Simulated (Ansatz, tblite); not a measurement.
**[(OH)3Hf]2S (H6Hf2O6S): a ladder of methods and basis sets**

The task here is to estimate one member of a computed series from the others.

Method: as each input shows; program: Ansatz 0.2.0, Gaussian basis.

Levels to be run: GFN1-xTB, GFN2-xTB, PBE-D4/def2-TZVP, r2SCAN-D4/def2-TZVP, ωB97X-V/def2-TZVP, PBE-QIDH/def2-TZVP, LDA/def2-TZVP, PBE+10HF/def2-SVP, PBE+15HF/def2-SVP, PBE+40HF/def2-SVP, PBE-D4/def2-SVP, PBE0-D4/def2-SVP, MP2/def2-TZVP, RPA/def2-TZVP.

2 further runs of the same task are left out: 2 set aside as unsound or not needed.

## The structure

The geometry is that of the singlet, from an earlier relaxation (r2SCAN-D4/def2-SVP).

15 atoms, charge 0, spin multiplicity 1.

Bond lengths: Hf1–O2 1.929 Å, Hf1–O3 1.931 Å, Hf1–O4 2.016 Å, Hf1–S5 2.388 Å, O2–H10 0.958 Å, O3–H11 0.957 Å, O4–Hf6 2.328 Å, O4–H12 0.971 Å, S5–Hf6 2.571 Å, Hf6–O7 1.930 Å, Hf6–O8 1.941 Å, Hf6–O9 1.998 Å, O7–H13 0.957 Å, O8–H14 0.959 Å, O9–H15 0.964 Å. Angles: O2–Hf1–O3 113.3°, O2–Hf1–O4 112.1°, O2–Hf1–S5 113.4°, O3–Hf1–O4 113.5°, O3–Hf1–S5 113.2°, O4–Hf1–S5 89.3°, Hf1–O2–H10 168.1°, Hf1–O3–H11 168.8°, Hf1–O4–Hf6 104.4°, Hf1–O4–H12 138.1°, Hf6–O4–H12 100.6°, Hf1–S5–Hf6 87.7°, O4–Hf6–S5 78.5°, O4–Hf6–O7 163.4°, O4–Hf6–O8 92.2°, O4–Hf6–O9 73.2°, S5–Hf6–O7 95.7°, S5–Hf6–O8 113.7° and more.

Hf takes a core potential in the def2 sets. No spin-orbit coupling is included.

PBE0-D4/def2-TZVP was run before; its log isn't repeated, and its numbers join the tables.

Set-up of the first run:

Tight binding, by tblite at 300 K electronic temperature and without a spin-polarisation term:

```python
tblite.interface.Calculator('GFN1-xTB', numbers, positions, charge=0, uhf=0).singlepoint()
```

Tight binding, by tblite at 300 K electronic temperature and without a spin-polarisation term:

```python
tblite.interface.Calculator('GFN2-xTB', numbers, positions, charge=0, uhf=0).singlepoint()
```

start.molden holds the orbitals of an earlier run on this state, given as this run's starting guess.

File in.yaml:

```yaml
crystal:
  periodic: [false, false, false]
  atoms:
    - {symbol: Hf, position_ang: [-0.413229, 1.351131, -1.449380]}
    - {symbol: O, position_ang: [-1.412404, 2.957868, -1.074075]}
    - {symbol: O, position_ang: [-0.171639, 1.026477, -3.337387]}
    - {symbol: O, position_ang: [-1.135911, -0.242250, -0.446908]}
    - {symbol: S, position_ang: [1.613253, 1.181971, -0.197652]}
    - {symbol: Hf, position_ang: [0.596863, -0.867210, 0.976665]}
    - {symbol: O, position_ang: [1.879662, -0.917419, 2.417672]}
    - {symbol: O, position_ang: [0.879456, -2.533688, 0.022995]}
    - {symbol: O, position_ang: [-1.079259, -0.884543, 2.064419]}
    - {symbol: H, position_ang: [-1.729624, 3.836551, -0.862963]}
    - {symbol: H, position_ang: [0.121057, 0.812947, -4.223602]}
    - {symbol: H, position_ang: [-1.906404, -0.461580, 0.101897]}
    - {symbol: H, position_ang: [2.571625, -0.727632, 3.051248]}
    - {symbol: H, position_ang: [1.317977, -3.384715, -0.032934]}
    - {symbol: H, position_ang: [-1.131426, -1.147897, 2.989985]}
basis:
  gaussian: {orbitals: def2-TZVP, initial_orbitals: start.molden}
hamiltonian: {xc: pbe, dispersion: d4}
scf: {omitted_lower_state_checks: [starts]}
output: {orbitals: {seedname: orbitals}}
```

On the command line:

```
$ ansatz run in.yaml --threads 2 --pin off --events-out ev --progress --plain --max-ram 32768MiB --backend cuda --devices 0, --max-vram 18GiB
```

Steps of the session up to this table: PBE-D4/def2-TZVP; r2SCAN-D4/def2-TZVP; ωB97X-V/def2-TZVP; PBE-QIDH/def2-TZVP; LDA/def2-TZVP; PBE+10HF/def2-SVP; PBE+15HF/def2-SVP; PBE+40HF/def2-SVP; PBE-D4/def2-SVP; PBE0-D4/def2-SVP; MP2/def2-TZVP; RPA/def2-TZVP.

One of the session's tables, all rows but one given; the rest of the session is left out.

It belongs to the step «Binding energy». 

| level | binding an atom (eV) |
| --- | --- |
| HF/def2-TZVP | 3.252 |
| LDA/def2-TZVP | 5.371 |
| PBE-D4/def2-SVP | 4.775 |
| PBE-D4/def2-TZVP | 4.745 |
| r2SCAN-D4/def2-TZVP | 4.689 |
| PBE0-D4/def2-SVP | 4.600 |
| PBE0-D4/def2-TZVP | 4.589 |
| ωB97X-V/def2-TZVP | ? |
| MP2/def2-TZVP | 4.719 |

**Question.** Estimate the row for ωB97X-V/def2-TZVP.

The run gave: binding an atom (eV): 4.677. In the column «binding an atom (eV)» it lies between PBE0-D4/def2-SVP (4.600) and r2SCAN-D4/def2-TZVP (4.689).

To keep in mind: Free atoms were run apart at each level; binding is atoms less cluster, divided by the number of atoms, without zero-point or spin-orbit terms.
